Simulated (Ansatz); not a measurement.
# SnPt3: how the settings move a single-point run

How sensitive is a single-point run of SnPt3 to its settings? A reference run comes first, then one run with altered input.

Program: Ansatz 0.2.0. Level of theory: reference: DFT, PBEsol, PAW with Ansatz's default frozen-core files, scalar-relativistic. These are calculated values, not measurements.

**1. The structure to begin with**

The structure is cubic, space group Pm-3m (No. 221). The conventional cell has a = 4.007 Å, b = 4.007 Å, c = 4.007 Å, α = 90.00°, β = 90.00°, γ = 90.00°. Around Sn (site symmetry m-3m) lie 12 Pt at 2.83 Å. Around Pt (site symmetry 4/mmm) lie 4 Sn at 2.83 Å and 8 Pt at 2.83 Å.

Coordinates:

```
CELL_PARAMETERS angstrom
4.00663 0.00000 0.00000
0.00000 4.00663 0.00000
0.00000 0.00000 4.00663
ATOMIC_POSITIONS crystal
Sn 0.00000 0.00000 0.00000
Pt 0.00000 0.50000 0.50000
Pt 0.50000 0.00000 0.50000
Pt 0.50000 0.50000 0.00000
```

**2. Baseline**

Contents of input.yaml:

```yaml
crystal:
  lattice:
    - [4.0066311526, 0.0, 0.0]
    - [0.0, 4.0066311526, 0.0]
    - [0.0, 0.0, 4.0066311526]
  atoms:
    - { symbol: Sn, position: [0.0, 0.0, 0.0] }
    - { symbol: Pt, position: [0.0, 0.5, 0.5] }
    - { symbol: Pt, position: [0.5, 0.0, 0.5] }
    - { symbol: Pt, position: [0.5, 0.5, 0.0] }
kpoints:
  mp_grid: { grid: [9, 9, 9] }
scf:
  occupations: { method: fermi_dirac, width: 0.05 }
hamiltonian:
  xc: pbesol
  pseudopotentials: { kind: paw }
output:
  forces: true
  stress: true
  eigenvalues: true
  efg: { contact_densities: true }
  populations: true
```

On the command line:

```sh
$ ansatz run input.yaml --threads 1 --pin off --max-ram 3072MiB --backend cpu --events-out ev --progress --plain --runs-dir out
```

**3. Changed: occupations.method gaussian, ecutrho_ratio 8**

input.yaml, as its differences from that of step 2:

```diff
@@ -13,3 +13,3 @@
 scf:
-  occupations: { method: fermi_dirac, width: 0.05 }
+  occupations: { method: gaussian, width: 0.05 }
 hamiltonian:
@@ -23 +23,3 @@
   populations: true
+basis:
+  ecutrho_ratio: 8
```

Before running it: what results should come out? Wanted: for each run, ending; energy change; pressure; gap; force.

As calculated:

```
                                            run     ending       energy change  pressure (GPa)  gap (eV)  force (eV/Å)  cycles   time
                                      reference  converged                   0             0.0      0.00          0.00       6  7.1 s
1: occupations.method gaussian, ecutrho_ratio 8  converged  0.0 meV/atom (σ→0)             0.0      0.00          0.00       6  7.5 s
```

Residual by cycle in the longest SCF loop of each run; runs are numbered as in the table. The quantity is the density residual dr2, in eV.

```
cycle  reference    run 1
    1    0.00981  0.00981
    2    0.00283  0.00289
    3     2.5e-4   2.6e-4
    4     2.3e-5   2.3e-5
    5     1.2e-6   1.2e-6
    6     2.7e-8   2.6e-8
```

What this shows: Changing the smearing and numerical grids hardly moves the energy: 0.0 meV/atom.
